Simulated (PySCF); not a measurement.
F3CCl, in a box:

```xyz
5
Lattice="12.0000 0.0000 0.0000 0.0000 12.0000 0.0000 0.0000 0.0000 12.0000" Properties=species:S:1:pos:R:3 pbc="T T T"
F     6.4457    5.8079    7.0760
C     6.2297    5.7064    5.7760
F     4.9823    5.3143    5.5829
F     7.0436    4.7899    5.2814
Cl    6.5083    7.2521    4.9919
```

Base run:

* Program: PySCF 2.14.0
* Functional: rSCAN
* Dispersion: D3(BJ)
* Potentials or basis: def2-svp (all-electron)
* k mesh: 1 × 1 × 1
* Occupations: fixed
* Spin: no spin polarisation

Its results: gap between the frontier levels 8.56 eV.

The run is repeated on the same cell with these changes: functional from rSCAN to TPSS. What comes out?

Gap between the frontier levels 8.25 eV.

Caveats: this is a molecule in a periodic box at the Γ point, so its band gap is the HOMO-LUMO gap; the basis of atomic orbitals isn't converged, which shifts pressures, moduli and gaps; these D3(BJ) parameters were fitted with the three-body term, which the run leaves out (some runs).

A k mesh can miss the band edges.

Not every run made on this cell is shown here.
